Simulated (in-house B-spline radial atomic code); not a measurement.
**Pm⁸⁺: excited configurations**

How much energy does it take to promote electrons of Pm⁸⁺ to other shells? Each configuration is solved by itself and compared with the reference.

The numbers are computed with in-house B-spline radial atomic code version 1 (Dirac-Hartree-Fock, average of configuration, Fermi nucleus, basis-set limit), except any that are marked as measured or tabulated.

### Step 1. The system

```
element       : promethium (Z = 61)
charge        : +8
electrons     : 53
configuration : [Kr] 4d10 4f3 5s2 5p2
Hamiltonian   : Dirac-Coulomb
nucleus       : Fermi, rms radius 4.962 fm
```

Outer shells as boxes (Hund's rule):

[Kr] 4d10 4f3 5s2 5p2
```
[Kr] core
4d [↑↓][↑↓][↑↓][↑↓][↑↓]
4f [↑ ][↑ ][↑ ][  ][  ][  ][  ]
5s [↑↓]
5p [↑ ][↑ ][  ]
```

The boxes draw the filling by Hund's rule, which heavy ions in jj coupling don't follow; these runs average over all states of the configuration.

Settings of the run:

```ini
Z = 61
electrons = 53.0
configuration = [Kr] 4d10 4f3 5s2 5p2
hamiltonian = dirac
method = hf
spin_polarised = False
nucleus = fermi
rms_radius = 4.961999461404065
mass_number = 145
atomic_mass = 144.912755748
speed_of_light = 137.035999084
```

This reference run was done before. Its total energy is -10006.057772 hartree, and its levels are (the highest eight at most):

```tsv
orbital	occupation	energy (eV)	<r> (bohr)
4p3/2	4	-382.38	0.6311
4d3/2	4	-264.39	0.6702
4d5/2	6	-259.70	0.6796
5s1/2	2	-152.67	1.310
5p1/2	0.666667	-132.38	1.401
4f5/2	1.28571	-130.25	0.7985
4f7/2	1.71429	-129.70	0.8035
5p3/2	1.33333	-127.41	1.450
```

### Step 2. Run with [Kr] 4d9 4f3 5s2 5p2 6p1

Settings of the run:

```ini
Z = 61
electrons = 53.0
configuration = [Kr] 4d9 4f3 5s2 5p2 6p1
hamiltonian = dirac
method = hf
spin_polarised = False
nucleus = fermi
rms_radius = 4.961999461404065
mass_number = 145
atomic_mass = 144.912755748
speed_of_light = 137.035999084
```

### Step 3. [Kr] 4d9 4f3 5s2 5p2 5f1

The settings differ from step 2 so:

```diff
@@ -2,3 +2,3 @@
 electrons = 53.0
-configuration = [Kr] 4d9 4f3 5s2 5p2 6p1
+configuration = [Kr] 4d9 4f3 5s2 5p2 5f1
 hamiltonian = dirac
```

### Step 4. Run with [Kr] 4d10 4f2 5s2 5p2 7f1

The settings differ from step 3 so:

```diff
@@ -2,3 +2,3 @@
 electrons = 53.0
-configuration = [Kr] 4d9 4f3 5s2 5p2 5f1
+configuration = [Kr] 4d10 4f2 5s2 5p2 7f1
 hamiltonian = dirac
```

### Step 5. Run with [Kr] 4d10 4f2 5s2 5p2 7d1

The settings differ from step 4 so:

```diff
@@ -2,3 +2,3 @@
 electrons = 53.0
-configuration = [Kr] 4d10 4f2 5s2 5p2 7f1
+configuration = [Kr] 4d10 4f2 5s2 5p2 7d1
 hamiltonian = dirac
```

### Step 6. Configuration [Kr] 4d10 4f3 5s2 5p1 7p1

The settings differ from step 5 so:

```diff
@@ -2,3 +2,3 @@
 electrons = 53.0
-configuration = [Kr] 4d10 4f2 5s2 5p2 7d1
+configuration = [Kr] 4d10 4f3 5s2 5p1 7p1
 hamiltonian = dirac
```

### Step 7. [Kr] 4d10 4f2 5s2 5p2 6g1

The settings differ from step 6 so:

```diff
@@ -2,3 +2,3 @@
 electrons = 53.0
-configuration = [Kr] 4d10 4f3 5s2 5p1 7p1
+configuration = [Kr] 4d10 4f2 5s2 5p2 6g1
 hamiltonian = dirac
```

**Question.** How far above the reference does each configuration lie (order and size, in eV)?

As calculated:

| net move | configuration | energy above the reference (eV) | with Breit, QED, recoil (eV) | largest <r> (bohr) |
| --- | --- | --- | --- | --- |
| 5p → 7p | [Kr] 4d10 4f3 5s2 5p1 7p1 | 85.534 | 85.460 | 4.23 |
| 4f → 7d | [Kr] 4d10 4f2 5s2 5p2 7d1 | 90.946 | 91.079 | 4.79 |
| 4f → 6g | [Kr] 4d10 4f2 5s2 5p2 6g1 | 95.944 | 96.072 | 4.67 |
| 4f → 7f | [Kr] 4d10 4f2 5s2 5p2 7f1 | 98.854 | 98.979 | 5.81 |
| 4d → 6p | [Kr] 4d9 4f3 5s2 5p2 6p1 | 189.14 | 189.12 | 2.69 |
| 4d → 5f | [Kr] 4d9 4f3 5s2 5p2 5f1 | 194.93 | 194.85 | 2.29 |

Quantum defects of the promoted electron, δ = n − ζ/√(−2ε) with ζ = 9 and ε its orbital energy in hartree:

| promotion | δ |
| --- | --- |
| 5p → 7p | 2.030 |
| 4f → 7d | 1.498 |
| 4f → 6g | 0.077 |
| 4f → 7f | 0.784 |
| 4d → 6p | 1.998 |

The lowest of them is 5p → 7p at 85.534 eV and the highest 4d → 5f at 194.93 eV. 2 of them lie more than 2 % above the ionisation threshold that Koopmans' theorem gives (127.41 eV), where such states can decay by emitting an electron. Of those tabulated, the defect is largest for 7p (2.03) and least for 6g (0.08): low angular momentum penetrates the core, high angular momentum stays outside it. Two partly filled shells share a symmetry and can mix in the average, which may lower the energy, for: 5p → 7p; 4f → 7f; 4d → 6p; 4d → 5f. These are averages over configurations, without correlation, not spectroscopic levels.
